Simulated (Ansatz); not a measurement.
# H₁₂N₂Si₄Zn: a ladder of functionals and wavefunction methods

An exercise on one series of results from a longer session: the logs are not shown, and one member is left open.

Computed with Ansatz 0.2.0, Gaussian basis. Level: functionals in def2-TZVPP, the program's frozen cores in correlated methods.

The runs, in order: LDA (SPW92), PBE-D4, revPBE-D4, BLYP-D4, r2SCAN-D4, B97M-V, PBE0-D4, B3LYP-D4, r2SCANh-D4, r2SCAN0-D4, HSE06-D4, BHLYP-D4, CAM-B3LYP-D4, LC-ωPBE, ωB97X-V, ωB97M-V, B2PLYP, PBE-QIDH; CCSD(T)/def2-SVP; CCSD(T)/def2-TZVPP; MP2/def2-QZVPP; extrapolation to the limit; RPA on PBE.

## The relaxed structure

The geometry comes from an earlier relaxation with PBE0-D4 in a triple-zeta def2 set; it is a stationary point, not always the lowest conformer.

SMILES `[SiH3][N]([SiH3])[Zn][N]([SiH3])[SiH3]`, 19 atoms, charge 0, spin multiplicity 1.

Atoms are counted from 1 here; the program's logs count them from 0.

Bond lengths: Si1–N2 1.724 Å, Si1–H8 1.490 Å, Si1–H9 1.490 Å, Si1–H10 1.491 Å, N2–Si3 1.724 Å, N2–Zn4 1.823 Å, Si3–H11 1.491 Å, Si3–H12 1.490 Å, Si3–H13 1.490 Å, Zn4–N5 1.823 Å, N5–Si6 1.724 Å, N5–Si7 1.724 Å, Si6–H14 1.491 Å, Si6–H15 1.490 Å, Si6–H16 1.490 Å, Si7–H17 1.491 Å, Si7–H18 1.490 Å, Si7–H19 1.490 Å. Angles: N2–Si1–H8 112.0°, N2–Si1–H9 111.9°, N2–Si1–H10 108.4°, H8–Si1–H9 107.6°, H8–Si1–H10 108.4°, H9–Si1–H10 108.5°, Si1–N2–Si3 123.9°, Si1–N2–Zn4 118.1°, Si3–N2–Zn4 118.0°, N2–Si3–H11 108.4°, N2–Si3–H12 112.0°, N2–Si3–H13 111.9°, H11–Si3–H12 108.4°, H11–Si3–H13 108.4°, H12–Si3–H13 107.6°, N2–Zn4–N5 180.0°, Zn4–N5–Si6 118.2°, Zn4–N5–Si7 118.0° and more.

Coordinates:

| atom | x (Å) | y (Å) | z (Å) |
| --- | --- | --- | --- |
| Si1 | 3.01259 | 0.37142 | 0.19683 |
| N2 | 1.66680 | -0.70530 | 0.20852 |
| Si3 | 1.80386 | -2.41195 | 0.40658 |
| Zn4 | -0.00141 | 0.00081 | 0.00150 |
| N5 | -1.66982 | 0.70651 | -0.20500 |
| Si6 | -2.33512 | 0.76999 | -1.79371 |
| Si7 | -2.49021 | 1.26937 | 1.20244 |
| H8 | 3.76599 | 0.33761 | 1.48168 |
| H9 | 3.97288 | 0.04932 | -0.89562 |
| H10 | 2.50552 | 1.75765 | -0.01376 |
| H11 | 0.43655 | -3.00457 | 0.34698 |
| H12 | 2.41651 | -2.77530 | 1.71524 |
| H13 | 2.63301 | -3.03130 | -0.66518 |
| H14 | -1.33255 | 0.21453 | -2.74734 |
| H15 | -3.58561 | -0.03176 | -1.90799 |
| H16 | -2.65658 | 2.16488 | -2.20640 |
| H17 | -1.59898 | 1.06531 | 2.38072 |
| H18 | -3.76151 | 0.53001 | 1.44148 |
| H19 | -2.82383 | 2.71844 | 1.10931 |

The first run:

in.yaml reads:

```yaml
crystal:
  periodic: [false, false, false]
  atoms:
    - {symbol: Si, position_ang: [3.012590, 0.371421, 0.196832]}
    - {symbol: N, position_ang: [1.666799, -0.705299, 0.208521]}
    - {symbol: Si, position_ang: [1.803857, -2.411949, 0.406581]}
    - {symbol: Zn, position_ang: [-0.001411, 0.000810, 0.001504]}
    - {symbol: N, position_ang: [-1.669821, 0.706511, -0.204995]}
    - {symbol: Si, position_ang: [-2.335117, 0.769994, -1.793714]}
    - {symbol: Si, position_ang: [-2.490209, 1.269373, 1.202439]}
    - {symbol: H, position_ang: [3.765993, 0.337613, 1.481685]}
    - {symbol: H, position_ang: [3.972876, 0.049316, -0.895619]}
    - {symbol: H, position_ang: [2.505520, 1.757652, -0.013763]}
    - {symbol: H, position_ang: [0.436552, -3.004567, 0.346976]}
    - {symbol: H, position_ang: [2.416509, -2.775297, 1.715245]}
    - {symbol: H, position_ang: [2.633011, -3.031298, -0.665180]}
    - {symbol: H, position_ang: [-1.332549, 0.214534, -2.747335]}
    - {symbol: H, position_ang: [-3.585608, -0.031756, -1.907988]}
    - {symbol: H, position_ang: [-2.656576, 2.164878, -2.206395]}
    - {symbol: H, position_ang: [-1.598982, 1.065313, 2.380724]}
    - {symbol: H, position_ang: [-3.761505, 0.530010, 1.441476]}
    - {symbol: H, position_ang: [-2.823830, 2.718443, 1.109306]}
basis:
  gaussian: {orbitals: def2-TZVPP}
hamiltonian: {xc: lda}
output: {orbitals: {seedname: orbitals}}
```

On the command line:

```sh
ansatz run in.yaml --threads 4 --pin off --events-out ev --progress --plain --max-ram 41984MiB --backend cuda --devices 0, --max-vram 37GiB
```

Among the steps run: LDA; PBE-D4 (GGA); revPBE-D4 (GGA); BLYP-D4 (GGA); r2SCAN-D4 (meta-GGA); B97M-V (meta-GGA); B3LYP-D4 (hybrid); r2SCANh-D4 (hybrid); r2SCAN0-D4 (hybrid); HSE06-D4 (hybrid); BHLYP-D4 (hybrid); CAM-B3LYP-D4 (range-separated); LC-ωPBE (range-separated); ωB97X-V (range-separated); ωB97M-V (range-separated); B2PLYP (double hybrid); PBE-QIDH (double hybrid).

One of the session's tables, all rows but one given; the rest of the session is left out.

It belongs to the step «Orbital energies across the functionals». 

```
  functional  HOMO (eV)  gap (eV)
 LDA (SPW92)      -6.45      3.94
      PBE-D4      -6.33      4.11
   revPBE-D4      -6.28      4.21
     BLYP-D4      -6.20      4.12
   r2SCAN-D4      -6.61      4.62
      B97M-V      -6.78      4.50
     PBE0-D4      -7.59      6.24
    B3LYP-D4      -7.37      5.81
  r2SCANh-D4      -7.08      5.40
  r2SCAN0-D4          ?         ?
    HSE06-D4      -7.19      5.47
    BHLYP-D4      -8.75      8.29
CAM-B3LYP-D4      -8.92      8.58
     LC-ωPBE     -10.27     11.13
     ωB97X-V      -9.94     10.56
     ωB97M-V      -9.85     10.20
```

Q: Estimate the row for r2SCAN0-D4 from the others.

Worked estimate for «HOMO (eV)». Against the share of exact exchange, r2SCAN-D4 (0, -6.61), r2SCANh-D4 (0.1, -7.08) give a slope of -4.70 per unit share; at 0.25 the line stands at -7.78.

As computed: HOMO (eV): -7.78; gap (eV): 6.55. In «HOMO (eV)» the line misses by 0.00.
